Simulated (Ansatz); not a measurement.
# CH3Cl2GaS: the cost of one run

Computed with Ansatz 0.2.0, Gaussian basis. Level: the settings change from run to run.

## (1) The relaxed structure

The structure was relaxed beforehand with PBE0-D4 in a triple-zeta def2 set.

8 atoms, charge 0, spin multiplicity 1.

Atoms are counted from 1 here; the program's logs count them from 0.

Bond lengths: C1–S2 1.821 Å, C1–H6 1.088 Å, C1–H7 1.088 Å, C1–H8 1.090 Å, S2–Ga3 2.168 Å, Ga3–Cl4 2.123 Å, Ga3–Cl5 2.133 Å. Angles: S2–C1–H6 111.3°, S2–C1–H7 111.3°, S2–C1–H8 105.7°, H6–C1–H7 110.0°, H6–C1–H8 109.2°, H7–C1–H8 109.2°, C1–S2–Ga3 101.2°, S2–Ga3–Cl4 121.4°, S2–Ga3–Cl5 120.8°, Cl4–Ga3–Cl5 117.8°.

Coordinates:

```xyz
8

C    -0.19906   -0.10501    1.42612
S     0.54444   -1.21850    0.19259
Ga    0.30902   -0.05513   -1.62159
Cl    0.98235   -0.78403   -3.49885
Cl   -0.61151    1.86840   -1.57322
H    -1.24852    0.08197    1.20887
H     0.34146    0.83725    1.48562
H    -0.11817   -0.62494    2.38045
```

## (2) B2PLYP/cc-pVTZ

Options: atoms shaken by 0.08 Å.

Contents of in.yaml:

```yaml
crystal:
  periodic: [false, false, false]
  atoms:
    - {symbol: C, position_ang: [-0.274058, -0.141393, 1.402878]}
    - {symbol: S, position_ang: [0.510229, -1.274808, 0.112059]}
    - {symbol: Ga, position_ang: [0.328523, 0.140723, -1.729917]}
    - {symbol: Cl, position_ang: [1.059001, -0.773583, -3.600364]}
    - {symbol: Cl, position_ang: [-0.756538, 1.881023, -1.549444]}
    - {symbol: H, position_ang: [-1.316587, 0.047668, 1.307348]}
    - {symbol: H, position_ang: [0.373079, 0.889803, 1.541355]}
    - {symbol: H, position_ang: [-0.095952, -0.564209, 2.391750]}
basis:
  gaussian: {orbitals: cc-pVTZ}
hamiltonian: {xc: {name: B2PLYP}}
```

Launch:

```sh
$ ansatz run in.yaml --threads 4 --pin off --events-out ev --progress --plain --max-ram 10444MiB
```

What time and memory should one allow on 4 threads of Arm Neoverse V1, shared host?

About 7 s, with a peak of 0.6 GiB.
